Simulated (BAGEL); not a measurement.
# BAsNH5 (SMILES NB[AsH2]): HF/3-21G (density fitting with qzvpp-jkfit)

What is the vertical electron affinity of BAsNH5 at HF/3-21G (density fitting with qzvpp-jkfit)? 

The results are computed with BAGEL 1.2.2.

6 further runs of the same task are left out: 4 that didn't finish, 2 set aside as unsound or not needed.

### Step 1. The structure to begin with

BAsNH5: 8 atoms, total charge 0, spin state singlet. As SMILES, `NB[AsH2]`. Geometry: a GFN2-xTB relaxation, a rough one for these elements and not checked as a minimum. This is one conformer, not always the lowest.

Bond lengths: N1–B2 1.380 Å, B2–As3 2.038 Å, N1–H4 1.008 Å, N1–H5 1.008 Å, B2–H6 1.176 Å, As3–H7 1.507 Å, As3–H8 1.504 Å. Angles: N1–B2–As3 119.5°, N1–B2–H6 117.2°, As3–B2–H6 123.3°, B2–N1–H4 123.7°, B2–N1–H5 124.2°, B2–As3–H7 91.7°, B2–As3–H8 94.5°, H4–N1–H5 112.1°, H7–As3–H8 88.6°.

### Step 2. A single-point energy at HF/3-21G (density fitting with qzvpp-jkfit)

Input file input.json:

```json
{ "bagel" : [

{
  "title" : "molecule",
  "basis" : "3-21g",
  "df_basis" : "qzvpp-jkfit",
  "angstrom" : true,
  "geometry" : [
    { "atom" : "N", "xyz" : [      -1.089390,       0.754930,      -0.590610 ] },
    { "atom" : "B", "xyz" : [       0.090560,       0.448100,       0.056340 ] },
    { "atom" : "As", "xyz" : [       0.888460,      -1.416800,      -0.142600 ] },
    { "atom" : "H", "xyz" : [      -1.584630,       0.110720,      -1.187870 ] },
    { "atom" : "H", "xyz" : [      -1.556640,       1.645300,      -0.523900 ] },
    { "atom" : "H", "xyz" : [       0.578060,       1.292870,       0.713830 ] },
    { "atom" : "H", "xyz" : [       0.447130,      -1.801180,       1.245830 ] },
    { "atom" : "H", "xyz" : [       2.226450,      -1.033950,       0.428990 ] }
  ]
},

{ "title" : "hf" },

{ "title" : "print", "file" : "orbitals.molden", "orbitals" : true }

]}
```

Command:

```
$ BAGEL_NUM_THREADS=1 BAGEL input.json > input.out
```

Log:

```text
* using 1 threads per process

  ===============================================================
  ===============================================================

  *** Geometry ***

  { "atom" : "N", "xyz" : [     -2.058649,      1.426611,     -1.116091 ] },
  { "atom" : "B", "xyz" : [      0.171134,      0.846786,      0.106467 ] },
  { "atom" : "As", "xyz" : [      1.678946,     -2.677364,     -0.269475 ] },
  { "atom" : "H", "xyz" : [     -2.994517,      0.209230,     -2.244749 ] },
  { "atom" : "H", "xyz" : [     -2.941623,      3.109166,     -0.990028 ] },
  { "atom" : "H", "xyz" : [      1.092375,      2.443170,      1.348943 ] },
  { "atom" : "H", "xyz" : [      0.844953,     -3.403737,      2.354277 ] },
  { "atom" : "H", "xyz" : [      4.207381,     -1.953882,      0.810674 ] },

  Number of auxiliary basis functions:      508

  Since a DF basis is specified, we compute 2- and 3-index integrals:
    o Being stored without compression. Storage requirement is 0.010 GB

  Number of basis functions:       50
  Number of electrons      :       50

    * METHOD: MOLECULE                             0.21

  *** RHF ***

  === Nuclear Repulsion ===
   156.4348309839

      * DIIS with orbital gradients will be used.

  === RHF iteration (3-21g) ===
      0      -2304.95199618          0.02115246           0.03
      1      -2305.01914019          0.01064867           0.03
      2      -2305.03734148          0.00147030           0.03
      3      -2305.03809732          0.00017790           0.03
      4      -2305.03811695          0.00005306           0.03
      5      -2305.03811907          0.00001213           0.03
      6      -2305.03811917          0.00000328           0.03
      7      -2305.03811918          0.00000066           0.03
      8      -2305.03811918          0.00000021           0.03
      9      -2305.03811918          0.00000008           0.03
     10      -2305.03811918          0.00000002           0.03
     11      -2305.03811918          0.00000001           0.03
    * SCF iteration converged.

    * Permanent dipole moment:
           (    0.818719,    -0.612414,     0.208691) a.u.

    * METHOD: HF                                   0.45

    * METHOD: PRINT                                0.00

  ===============================================================
```

Wall time 0.82 s (1 thread of Intel Xeon 6975P-C (Granite Rapids), shared host).

### Step 3. The doublet anion

input.json, as its differences from that of step 2:

```diff
@@ -19,3 +19,3 @@
 
-{ "title" : "hf" },
+{ "title" : "uhf", "charge" : -1, "nopen" : 1 },
```

Command:

```
$ BAGEL_NUM_THREADS=1 BAGEL input.json > input.out
```

Log:

```text
* using 1 threads per process

  ===============================================================
  ===============================================================

  *** Geometry ***

  { "atom" : "N", "xyz" : [     -2.058649,      1.426611,     -1.116091 ] },
  { "atom" : "B", "xyz" : [      0.171134,      0.846786,      0.106467 ] },
  { "atom" : "As", "xyz" : [      1.678946,     -2.677364,     -0.269475 ] },
  { "atom" : "H", "xyz" : [     -2.994517,      0.209230,     -2.244749 ] },
  { "atom" : "H", "xyz" : [     -2.941623,      3.109166,     -0.990028 ] },
  { "atom" : "H", "xyz" : [      1.092375,      2.443170,      1.348943 ] },
  { "atom" : "H", "xyz" : [      0.844953,     -3.403737,      2.354277 ] },
  { "atom" : "H", "xyz" : [      4.207381,     -1.953882,      0.810674 ] },

  Number of auxiliary basis functions:      508

  Since a DF basis is specified, we compute 2- and 3-index integrals:
    o Being stored without compression. Storage requirement is 0.010 GB

  Number of basis functions:       50
  Number of electrons      :       50

    * METHOD: MOLECULE                             0.19

  *** Open-shell HF ***

  === Nuclear Repulsion ===
   156.4348309839

      * DIIS with orbital gradients will be used.

  === UHF iteration (3-21g) ===
      0      -2304.78627137          0.05083965           0.09
      1      -2304.89178992          0.02394451           0.08
      2      -2304.91444041          0.01387035           0.08
      3      -2304.92263699          0.00092203           0.09
      4      -2304.92297451          0.00025298           0.08
      5      -2304.92307036          0.00018751           0.08
      6      -2304.92315205          0.00011166           0.08
      7      -2304.92318387          0.00004163           0.08
      8      -2304.92318698          0.00001504           0.09
      9      -2304.92318751          0.00000830           0.08
     10      -2304.92318802          0.00000514           0.08
     11      -2304.92318815          0.00000149           0.08
     12      -2304.92318816          0.00000074           0.08
     13      -2304.92318816          0.00000035           0.09
     14      -2304.92318816          0.00000017           0.08
     15      -2304.92318816          0.00000009           0.08
     16      -2304.92318816          0.00000006           0.07
     17      -2304.92318816          0.00000003           0.05
     18      -2304.92318816          0.00000001           0.05
     19      -2304.92318816          0.00000001           0.05
    * SCF iteration converged.

    * S^2 (UHF) is 0.7684

    * Permanent dipole moment:
           (    0.351457,     0.735142,     0.543226) a.u.

    * METHOD: UHF                                  1.70

    * METHOD: PRINT                                0.00

  ===============================================================
```

Run time: 2 s. Hardware: 1 thread of Intel Xeon 6975P-C (Granite Rapids), shared host.

### Step 4. Outcome

At HF/3-21G (density fitting with qzvpp-jkfit):

```
                                         quantity           value
                     singlet BAsNH5: total energy  -2305.03812 Eh
                    singlet BAsNH5: dipole moment          2.65 D
                      singlet BAsNH5: HOMO energy        -9.18 eV
                      singlet BAsNH5: LUMO energy         3.80 eV
                    singlet BAsNH5: HOMO–LUMO gap        12.99 eV
                      doublet anion: total energy  -2304.92319 Eh
                              doublet anion: ⟨S²⟩           0.768
vertical electron affinity (to the doublet anion)       -3.127 eV
```

In words: The anion lies 3.13 eV (72 kcal/mol) above the neutral: the electron isn't bound at this level, and such a value depends on the basis. Without diffuse functions anions come out too high. Hartree–Fock misses the correlation that binds many anions.
